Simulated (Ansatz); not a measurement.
# ScSi2: the cost of one run

Program: Ansatz 0.2.0. Level of theory: DFT PBEsol, scalar-relativistic. These are calculated values, not measurements.

## (1) The starting structure

Symmetry: P6/mmm, No. 191, hexagonal system. Conventional cell: a = 3.660 Å, b = 3.660 Å, c = 3.870 Å, α = 90.00°, β = 90.00°, γ = 120.00°. Sc (site symmetry 6/mmm) is surrounded by 12 Si at 2.87 Å. Around Si (site symmetry -6m2) lie 3 Si at 2.11 Å and 6 Sc at 2.87 Å.

Structure file:

```
Sc Si
1.0
     3.66000    0.00000    0.00000
    -1.83000    3.16965    0.00000
     0.00000    0.00000    3.87000
Sc Si
1 2
Direct
  0.00000 0.00000 0.00000
  0.33333 0.66667 0.50000
  0.66667 0.33333 0.50000
```

Atoms are numbered in the order of the input: Sc1, Si2, Si3.

## (2) Volume × 0.96, LAPW

input.yaml reads:

```yaml
crystal:
  lattice:
    - [3.6105332048, 0.0, 0.0]
    - [-1.8052666024, 3.1268134766, 0.0]
    - [0.0, 0.0, 3.8176962911]
  atoms:
    - { symbol: Sc, position: [0.0, 0.0, 0.0] }
    - { symbol: Si, position: [0.3333333333, 0.6666666667, 0.5] }
    - { symbol: Si, position: [0.6666666667, 0.3333333333, 0.5] }
kpoints:
  mp_grid: { grid: [13, 13, 11] }
  band_path:
    path:
      - [0.0, 0.0, 0.0]
      - [0.5, 0.0, 0.0]
      - [0.3333333333, 0.3333333333, 0.0]
      - [0.0, 0.0, 0.0]
      - [0.0, 0.0, 0.5]
      - [0.5, 0.0, 0.5]
      - [0.3333333333, 0.3333333333, 0.5]
      - [0.0, 0.0, 0.5]
      - [0.5, 0.0, 0.5]
    npoints: 5
scf:
  occupations: { method: fermi_dirac, width: 0.05 }
hamiltonian:
  xc: pbesol
  pseudopotentials: { kind: all_electron, lapw: { basis_error: 0.001 } }
output:
  forces: true
  stress: true
  eigenvalues: true
```

Command:

```sh
$ ansatz run input.yaml --threads 1 --pin off --max-ram 4096MiB --backend cpu --events-out ev --progress --plain --runs-dir out
```

**Question.** How long does this run take on 1 thread of Arm Neoverse V2, shared host, and how much memory does it need?

About 45 s, with a peak of 0.56 GiB.
